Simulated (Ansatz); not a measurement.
This script drives Ansatz 0.2.0, Python API.

`c2h4o2se.xyz`
```text
9

O     0.91270    0.83320    1.19890
C     0.70070    0.07290    0.21680
O     1.65100   -0.04170   -0.79280
C    -0.58930   -0.66930    0.11040
Se   -1.87600    0.38670   -0.89760
H     2.52500    0.46810   -0.74370
H    -0.99710   -0.87920    1.12200
H    -0.42300   -1.63410   -0.41280
H    -1.90400    1.46360    0.19880
```

The script, `c2h4o2se.py`:
```python
'''Single point of C2H4O2Se.'''

import logging
import sys

import ansatz as az

logging.basicConfig(stream=sys.stdout, format='%(levelname)s %(message)s')
logger = logging.getLogger('run')
logger.setLevel(logging.INFO)

params = {
    'basis_set': 'def2-TZVP',
    'level': 'ccsd',
}

molecule = az.Crystal.molecule_from_extxyz('c2h4o2se.xyz')

job = molecule.calculation().basis(gaussian=params['basis_set']).correlation(params['level'])
res = job.run(threads=1)
summary = res.report

logger.info(f'E = {summary["free_energy_ev"]:.6f} eV = {summary["free_energy_ev"] / 27.211386246:.7f} Ha')
print('converged:', summary['converged'], ' doubts:', summary['published_state_doubts'] or 'none')

print('correlation energy', round(summary['free_energy_ev'] - summary['reference_energy_ev'], 5), 'eV')
cluster = summary['correlation'].get('coupled_cluster')
if cluster:
    print('cycles', cluster['cycles'], ' T1 diagnostic', round(cluster['t1_diagnostic'], 4), ' largest double', round(cluster['largest_double'], 4))

state = summary['mean_field']['state']
logger.info(f'mean field: {state["energy"]["hartree"]:.7f} Ha, <S^2> = {abs(state["spin_squared"]):.4f}, stability: {state.get("stability", {}).get("kind")}')
```

It is started by `python c2h4o2se.py`. Estimate its wall time and peak memory on 1 thread of AMD EPYC 9B14 (Zen 4), with other jobs on the host.

It took about 76 s, with a peak of 2.7 GiB, for 1 run of the engine.

```console
$ python c2h4o2se.py
INFO E = -71533.143660 eV = -2628.7945426 Ha
converged: True  doubts: none
correlation energy -29.40005 eV
cycles 10  T1 diagnostic 0.0141  largest double 0.0259
INFO mean field: -2627.7141108 Ha, <S^2> = 0.0000, stability: minimum
```

Reading the output:
- Total energies depend on the basis set; only differences at equal settings carry meaning.
- The geometry is a force-field or estimated start, not a minimum of this method, and the basis set is short of its limit.
- Inner cores stay frozen; a filled d shell under the valence of the heavier atoms is correlated with it.
- S² is that of the Hartree-Fock reference.
